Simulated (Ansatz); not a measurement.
# Cs2I: the cost of one run

Program: Ansatz 0.2.0. Level of theory: DFT PBE, scalar-relativistic, plane waves, PAW. These are calculated values, not measurements.

### Step 1. Starting point

The structure is cubic, space group Fm-3m (No. 225). The conventional cell has a = 8.054 Å, b = 8.054 Å, c = 8.054 Å, α = 90.00°, β = 90.00°, γ = 90.00°. Cs (site symmetry -43m) has 4 I at 3.49 Å as nearest neighbours. I (site symmetry m-3m) is surrounded by 8 Cs at 3.49 Å.

As a file:

```cif
data_structure
_symmetry_space_group_name_H-M 'P 1'
_symmetry_Int_Tables_number 1
_cell_length_a 5.6950
_cell_length_b 5.6950
_cell_length_c 5.6950
_cell_angle_alpha 60.000
_cell_angle_beta 60.000
_cell_angle_gamma 60.000
_cell_volume 130.60
loop_
_atom_site_label
_atom_site_type_symbol
_atom_site_fract_x
_atom_site_fract_y
_atom_site_fract_z
_atom_site_occupancy
Cs1 Cs 0.25000 0.25000 0.25000 1
Cs2 Cs 0.75000 0.75000 0.75000 1
I1 I 0.00000 0.00000 0.00000 1
```

This is candidate A: anti-fluorite type (Fm-3m, No. 225).

(A quick probe on a coarse mesh, which set the mesh and smearing, is not shown.)

### Step 3. A loose first relaxation (candidate A)

File input.yaml:

```yaml
crystal:
  lattice:
    - [0.0, 4.0269513996, 4.0269513996]
    - [4.0269513996, 0.0, 4.0269513996]
    - [4.0269513996, 4.0269513996, 0.0]
  atoms:
    - { symbol: Cs, position: [0.25, 0.25, 0.25] }
    - { symbol: Cs, position: [0.75, 0.75, 0.75] }
    - { symbol: I, position: [0.0, 0.0, 0.0] }
basis:
  ecutwfc: 420
kpoints:
  mp_grid: { grid: [4, 4, 4] }
hamiltonian:
  xc: pbe
scf:
  occupations: { method: gaussian, width: 0.1 }
  lower_state_search: "off"
output:
  forces: true
  stress: true
  eigenvalues: true
relax:
  adjacent_minimum: "off"
  f_tol: 0.04
  max_steps: 70
  cell: { stress_tol: 0.4 }
```

Command:

```bash
$ ansatz run input.yaml --threads 1 --pin off --max-ram 2560MiB --backend cpu --events-out ev --progress --plain --runs-dir out
```

What time and memory should one allow on 1 thread of Intel Xeon 6975P-C (Granite Rapids), shared host?

About 8.8 s, with a peak of 0.48 GiB.
